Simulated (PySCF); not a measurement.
# One shape, several levels: CHClFGeN (SMILES N#[C][GeH]([F])[Cl])

Aim: a comparison of 5 runs (HF/def2-SVP, B3LYP/6-31G*, TPSS/def2-SVPD, SVWN5/pcseg-2, MP2/STO-3G) of CHClFGeN. Input form: a Python script.

The calculation is run with PySCF 2.14.0.

### 1 The structure to begin with

CHClFGeN: 6 atoms, total charge 0, spin state singlet. SMILES: `N#[C][GeH]([F])[Cl]`. The coordinates come from a PBE0-D4/def2-TZVP relaxation.

Bond lengths: N1–C2 1.151 Å, C2–Ge3 1.913 Å, Ge3–F4 1.718 Å, Ge3–Cl5 2.113 Å, Ge3–H6 1.520 Å. Angles: N1–C2–Ge3 178.0°, C2–Ge3–F4 105.5°, C2–Ge3–Cl5 108.2°, F4–Ge3–Cl5 107.8°, C2–Ge3–H6 113.0°, F4–Ge3–H6 109.5°, Cl5–Ge3–H6 112.5°.

### 2 Energy and gradient at HF/def2-SVP (run 1)

run.py reads:

```python
from pyscf import gto

molecule = gto.M(
    atom='''
N     -1.036900    -2.307000     0.030700
C     -0.544000    -1.267300     0.040100
Ge     0.237100     0.477900     0.107700
F      1.896000     0.253800    -0.276600
Cl    -0.627600     1.648100    -1.423900
H      0.117300     1.130400     1.475800
''',
    basis='def2-svp',
    verbose=3,
    max_memory=1860,
    spin=0,
)

calc0 = molecule.RHF()
calc0.conv_tol = 1e-10
calc0.kernel()
if not calc0.converged:
    calc0 = calc0.newton().run(calc0.mo_coeff, calc0.mo_occ)

e_final = calc0.e_tot
print('E = %.10f Eh' % e_final)
grad = calc0.nuc_grad_method().kernel()
calc0.analyze()
```

Started as:

```console
OMP_NUM_THREADS=1 python run.py
```

Standard output:

```text
converged SCF energy = -2726.71321668822
[... 17 lines left out ...]
MO #7   energy= -26.2967576595226  occ= 2
[... 8 lines left out ...]
MO #16  energy= -5.28501833277214  occ= 2
[... 8 lines left out ...]
MO #25  energy= -1.12781578618105  occ= 2
[... 8 lines left out ...]
MO #34  energy= -0.506133457691232 occ= 2
[... 8 lines left out ...]
MO #43  energy= 0.291663366627371  occ= 0
[... 8 lines left out ...]
MO #52  energy= 0.742594038536809  occ= 0
[... 8 lines left out ...]
MO #61  energy= 1.0609899008167    occ= 0
[... 8 lines left out ...]
MO #70  energy= 1.51880170696953   occ= 0
[... 8 lines left out ...]
MO #79  energy= 2.00335837626009   occ= 0
[... 8 lines left out ...]
MO #88  energy= 2.91669311580375   occ= 0
[... 8 lines left out ...]
MO #97  energy= 3.89767154198045   occ= 0
[... 7 lines left out ...]
Dipole moment(X, Y, Z, Debye): -0.24756,  2.59087,  1.70773
```

Wall time 16 s (1 thread of Intel Xeon at 2.70GHz, shared host); peak memory 0.2 GiB.

### 3 Energy and gradient at B3LYP/6-31G(d) (Cartesian functions) (run 2)

input.py reads:

```python
# N#[C][GeH]([F])[Cl]
import pyscf.grad
from pyscf import gto, dft

mol = gto.M(
    atom=[
    ('N', (-1.036900, -2.307000, 0.030700)),
    ('C', (-0.544000, -1.267300, 0.040100)),
    ('Ge', (0.237100, 0.477900, 0.107700)),
    ('F', (1.896000, 0.253800, -0.276600)),
    ('Cl', (-0.627600, 1.648100, -1.423900)),
    ('H', (0.117300, 1.130400, 1.475800)),
],
    basis='6-31g*',
    max_memory=1860,
    cart=True,
    verbose=4,
)

ks = dft.RKS(mol)
ks.xc = 'b3lyp'
ks.conv_tol = 1e-10
ks.grids.level = 5
ks.kernel()
if not ks.converged:
    ks = ks.newton().run(ks.mo_coeff, ks.mo_occ)

etot = ks.e_tot
print('Final energy', etot)
grad = ks.Gradients().kernel()
ks.analyze()
```

Started as:

```console
OMP_NUM_THREADS=1 python input.py
```

Standard output:

```text
PySCF version 2.14.0

[... 101 lines left out ...]
MO #1   energy= -398.856873074227  occ= 2
[... 9 lines left out ...]
MO #11  energy= -7.25443877599034  occ= 2
[... 9 lines left out ...]
MO #21  energy= -1.31126904604252  occ= 2
[... 9 lines left out ...]
MO #31  energy= -0.404656498949651 occ= 2
[... 9 lines left out ...]
MO #41  energy= 0.0619444367414924 occ= 0
[... 9 lines left out ...]
MO #51  energy= 0.461941432849601  occ= 0
[... 9 lines left out ...]
MO #61  energy= 0.815128399323828  occ= 0
[... 9 lines left out ...]
MO #71  energy= 1.26317751290214   occ= 0
[... 9 lines left out ...]
MO #81  energy= 1.84407646794358   occ= 0
[... 9 lines left out ...]
MO #91  energy= 3.29832022717348   occ= 0
[... 9 lines left out ...]
MO #101 energy= 86.7032912643461   occ= 0
[... 71 lines left out ...]
pop of  3  F 2py          1.92147
pop of  3  F 2pz          1.91355
pop of  3  F 3px          0.00051
pop of  3  F 3py          0.00075
pop of  3  F 3pz          0.00085
pop of  3  F 3dxx         0.00297
pop of  3  F 3dxy         0.00180
pop of  3  F 3dxz         0.00212
pop of  3  F 3dyy         0.00069
pop of  3  F 3dyz         0.00014
pop of  3  F 3dzz         0.00067
pop of  4 Cl 1s           1.99999
pop of  4 Cl 2s           1.99969
pop of  4 Cl 3s           1.86840
pop of  4 Cl 4s           0.00295
pop of  4 Cl 2px          1.99995
pop of  4 Cl 2py          1.99995
pop of  4 Cl 2pz          1.99994
pop of  4 Cl 3px          1.83512
pop of  4 Cl 3py          1.78314
pop of  4 Cl 3pz          1.67462
pop of  4 Cl 4px          0.00155
pop of  4 Cl 4py          0.00250
pop of  4 Cl 4pz          0.00319
pop of  4 Cl 3dxx         0.00083
pop of  4 Cl 3dxy         0.00161
pop of  4 Cl 3dxz         0.00262
pop of  4 Cl 3dyy         0.00072
pop of  4 Cl 3dyz         0.00404
pop of  4 Cl 3dzz         0.00122
pop of  5  H 1s           0.96318
pop of  5  H 2s           0.00533
 ** Mulliken atomic charges  **
charge of    0N =     -0.11945
charge of    1C =     -0.08231
charge of    2Ge =      0.74045
charge of    3F =     -0.38818
charge of    4Cl =     -0.18200
charge of    5H =      0.03149
Dipole moment(X, Y, Z, Debye):  0.06964,  2.32501,  1.59861
```

Wall time 51 s (1 thread of Intel Xeon at 2.70GHz, shared host); peak memory 1 GiB.

Runs 3 to 4 aren't shown in full; the table further down has their settings and results.

### 4 Energy and gradient at MP2/STO-3G (run 5)

run.py reads:

```python
# N#[C][GeH]([F])[Cl]
import pyscf.grad
from pyscf import gto, mp

system = gto.M(
    atom=[
    ('N', (-1.036900, -2.307000, 0.030700)),
    ('C', (-0.544000, -1.267300, 0.040100)),
    ('Ge', (0.237100, 0.477900, 0.107700)),
    ('F', (1.896000, 0.253800, -0.276600)),
    ('Cl', (-0.627600, 1.648100, -1.423900)),
    ('H', (0.117300, 1.130400, 1.475800)),
],
    spin=0,
    charge=0,
    verbose=3,
    basis='sto-3g',
    max_memory=1860,
)

mf = system.RHF()
mf.conv_tol = 1e-10
mf.kernel()
if not mf.converged:
    mf = mf.newton().run(mf.mo_coeff, mf.mo_occ)

pt = mp.MP2(mf, frozen=17).run()
e_tot = pt.e_tot
print('Final energy', e_tot)
grad = pt.Gradients().kernel()
dip = mf.dip_moment()
pop, q = mf.mulliken_pop()
```

Started as:

```console
OMP_NUM_THREADS=1 python run.py
```

Standard output:

```text
converged SCF energy = -2696.17166941183
E(RMP2) = -2696.37518372234  E_corr = -0.203514310508437
E(SCS-RMP2) = -2696.37651817365  E_corr = -0.204848761811018
Final energy -2696.375183722343
--------------- RMP2 gradients ---------------
         x                y                z
0 N     0.0768306822     0.1651444827     0.0022960815
1 C    -0.0819792638    -0.1873551802    -0.0056275918
2 Ge    -0.0185443183     0.0260952367    -0.0266976486
3 F     0.0136949156    -0.0040856419    -0.0024429091
4 Cl     0.0075474828    -0.0098258565     0.0098972068
5 H     0.0024505015     0.0100269592     0.0225748612
----------------------------------------------
Dipole moment(X, Y, Z, Debye):  1.14697,  1.56343,  2.31643
 ** Mulliken pop  **
pop of  0 N 1s            1.99755
pop of  0 N 2s            1.76980
pop of  0 N 2px           1.07456
pop of  0 N 2py           1.30929
pop of  0 N 2pz           1.01826
pop of  1 C 1s            1.99511
pop of  1 C 2s            1.20726
pop of  1 C 2px           0.98131
pop of  1 C 2py           0.99064
pop of  1 C 2pz           0.97441
pop of  2 Ge 1s           1.99998
pop of  2 Ge 2s           1.99869
pop of  2 Ge 3s           1.99712
pop of  2 Ge 4s           1.10155
pop of  2 Ge 2px          1.99955
pop of  2 Ge 2py          1.99953
pop of  2 Ge 2pz          1.99954
pop of  2 Ge 3px          1.97933
pop of  2 Ge 3py          1.97874
pop of  2 Ge 3pz          1.97958
pop of  2 Ge 4px          0.59264
pop of  2 Ge 4py          0.66084
pop of  2 Ge 4pz          0.73496
pop of  2 Ge 3dxy         1.99253
pop of  2 Ge 3dyz         1.98756
pop of  2 Ge 3dz^2        1.98658
pop of  2 Ge 3dxz         1.99541
pop of  2 Ge 3dx2-y2      1.98659
pop of  3 F 1s            1.99926
pop of  3 F 2s            1.96293
pop of  3 F 2px           1.45255
pop of  3 F 2py           1.93568
pop of  3 F 2pz           1.92428
pop of  4 Cl 1s           1.99997
pop of  4 Cl 2s           1.99898
pop of  4 Cl 3s           1.98665
pop of  4 Cl 2px          1.99796
pop of  4 Cl 2py          1.99671
pop of  4 Cl 2pz          1.99474
pop of  4 Cl 3px          1.88205
pop of  4 Cl 3py          1.80670
pop of  4 Cl 3pz          1.68723
pop of  5 H 1s            1.08538
 ** Mulliken atomic charges  **
charge of    0N =     -0.16946
charge of    1C =     -0.14874
charge of    2Ge =      1.02929
charge of    3F =     -0.27470
charge of    4Cl =     -0.35100
charge of    5H =     -0.08538
```

Run time: 6.9 s. Hardware: 1 thread of Intel Xeon at 2.70GHz, shared host; peak memory 0.17 GiB.

### 5 All runs side by side

| run | level | Cartesian functions | integration grid | energy (Eh) | dipole moment (D) of the reference | HOMO energy (eV) | LUMO energy (eV) | wall time |
| --- | --- | --- | --- | --- | --- | --- | --- | --- |
| 1 | HF/def2-SVP | no | – | -2726.713217 | 3.11 | -13.43 | 2.24 | 16 s |
| 2 | B3LYP/6-31G* (Cartesian functions) | yes | 5 | -2730.315279 | 2.82 | -9.59 | -1.54 | 51 s |
| 3 | TPSS/def2-SVPD | no | 5 | -2730.045156 | 2.84 | -8.80 | -2.42 | 1.8 min |
| 4 | SVWN5/pcseg-2 | no | 5 | -2724.679157 | 3.00 | -8.74 | -2.81 | 4 min |
| 5 | MP2/STO-3G | no | – | -2696.375184 | 3.02 | -11.14 | 6.92 | 6.9 s |

### 6 Results

| quantity | value |
| --- | --- |
| run 5: total energy | -2696.37518 Eh |
| run 5: dipole moment (Hartree–Fock density) | 3.02 D |
| run 5: HOMO energy (Hartree–Fock orbitals) | -11.14 eV |
| run 5: LUMO energy (Hartree–Fock orbitals) | 6.92 eV |
| run 5: HOMO–LUMO gap (Hartree–Fock orbitals) | 18.06 eV |
| run 5: correlation energy (17 core orbitals frozen) | -203.5 mEh |
| run 5: largest force on an atom | 10.520 eV/Å |

What this shows: Over runs 1, 2, 3, 4 the dipole moment (its size) runs from 2.82 D (B3LYP/6-31G*) to 3.11 D (HF/def2-SVP). The two ends differ in method and basis. Over runs 1, 2, 3, 4 the HOMO–LUMO gap runs from 5.93 eV (SVWN5/pcseg-2) to 15.67 eV (HF/def2-SVP). Totals of different functionals can't be ranked against each other. In run 5 the basis is minimal, so the values are rough. All runs together took 7.1 min, the longest 4 min.
